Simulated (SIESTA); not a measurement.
The system is HfB.

```
Hf B
1.0
     0.00000    2.31000    2.31000
     2.31000    0.00000    2.31000
     2.31000    2.31000    0.00000
Hf B
1 1
Direct
  0.50000 0.50000 0.50000
  0.00000 0.00000 0.00000
```

Base run:

```yaml
Program: SIESTA 5.4.2
Functional: PBE
Potentials_or_basis: PseudoDojo 0.4 standard (PBE files)
Basis: DZP (energy shift 0.003 Ry; two zetas on semicore shells)
Grid_cutoff: 800 Ry
Energy_shift: 0.003 Ry
k_mesh: 10 × 10 × 10
Occupations: fermi-dirac, width 0.05 eV
Spin: no spin polarisation
Hubbard_terms: Hf d U = 2 eV
```

Its results: band gap on the k mesh none (metal or under the smearing width); pressure 36.4 GPa.

**Question.** After a change of settings the same cell gave: band gap on the k mesh none (metal or under the smearing width); pressure 49.2 GPa. Which change was it?
A. hubbard terms from Hf d U = 2 eV to Hf d U = 8 eV
B. hubbard terms from Hf d U = 2 eV to Hf d U = 6 eV
C. hubbard terms from Hf d U = 2 eV to none

**Answer.** B.

Caveats: a pressure of tens of GPa on the cell as given is suspect, and the run, the potentials or the cell itself is likely at fault; short orbitals over semicore shells can move pressures by several GPa; spin-orbit coupling is left out, which moves the levels of the heavy elements; the basis of atomic orbitals isn't converged, which shifts pressures, moduli and gaps; U without spin polarisation on a metal has little footing; the U is typed as a test and isn't derived for this compound.
